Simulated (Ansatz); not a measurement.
# Cl3HSi: the cost of one run

The runs use Ansatz 0.2.0, Gaussian basis; PBE0-D4/def2-TZVP structures, single points in def2-TZVPP, no counterpoise correction.

Levels: SPW92, PBE-D4, BLYP-D4, r2SCAN-D4, B97M-V, PBE0-D4, B3LYP-D4, r2SCAN0-D4, BHLYP-D4, CAM-B3LYP-D4, wB97X-V, wB97M-V, B2PLYP, PBE-QIDH, RPA on PBE, Hartree-Fock, MP2, CCSD, CCSD(T).

Correlated methods freeze the cores. B3LYP uses VWN-RPA correlation. B2PLYP carries no dispersion term here.

114 further runs of the same task are left out: 1 that didn't finish, 113 set aside as unsound or not needed. Runs told in other sessions of the task aren't counted.

## 1. The system as given

The complex: 10 atoms, charge 0, spin multiplicity 1.

Atoms are counted from 1 here; the program's logs count them from 0.

Bond lengths: Si1–H2 1.461 Å, Si1–Cl3 2.027 Å, Si1–Cl4 2.037 Å, Si1–Cl5 2.063 Å, H6–O7 0.964 Å, O7–H10 0.960 Å, H8–F9 0.933 Å. Angles: H2–Si1–Cl3 113.8°, H2–Si1–Cl4 108.8°, H2–Si1–Cl5 111.0°, Cl3–Si1–Cl4 107.8°, Cl3–Si1–Cl5 109.4°, Cl4–Si1–Cl5 105.7°, H6–O7–H10 105.9°.

Geometry (Å):

```xyz
10
charge 0, multiplicity 1
Si   -0.3014   -1.5579    0.0607
H     0.9004   -1.1891    0.8056
Cl   -0.0013   -1.7433   -1.9353
Cl   -0.9809   -3.3474    0.7559
Cl   -1.8256   -0.2105    0.4031
H     1.0077    1.7368   -0.1031
O     1.2208    0.9441   -0.6094
H    -0.8734    1.6886    1.0072
F    -0.3745    2.4643    1.1454
H     1.2282    1.2144   -1.5300
```

Its parts: SiHCl3 holds atoms 1, 2, 3, 4, 5; H2O holds atoms 6, 7, 10; HF holds atoms 8, 9. Each part counts its atoms afresh in its own runs.

## 2. Relaxing SiHCl3 alone

Contents of relax-a/in.yaml:

```yaml
crystal:
  periodic: [false, false, false]
  atoms:
    - {symbol: Si, position_ang: [-0.301396, -1.557899, 0.060651]}
    - {symbol: H, position_ang: [0.900356, -1.189051, 0.805643]}
    - {symbol: Cl, position_ang: [-0.001262, -1.743273, -1.935281]}
    - {symbol: Cl, position_ang: [-0.980910, -3.347410, 0.755890]}
    - {symbol: Cl, position_ang: [-1.825644, -0.210520, 0.403074]}
basis:
  gaussian: {orbitals: def2-TZVP}
hamiltonian: {xc: pbe0, dispersion: d4}
relax: {f_tol: 0.005, max_steps: 200}
```

Run with:

```bash
$ ansatz run in.yaml --threads 8 --pin off --events-out ev --progress --plain --max-ram 19148MiB
```

**Question.** How long does this run take on 8 threads of Arm Neoverse V1, shared host?

About 6 s.
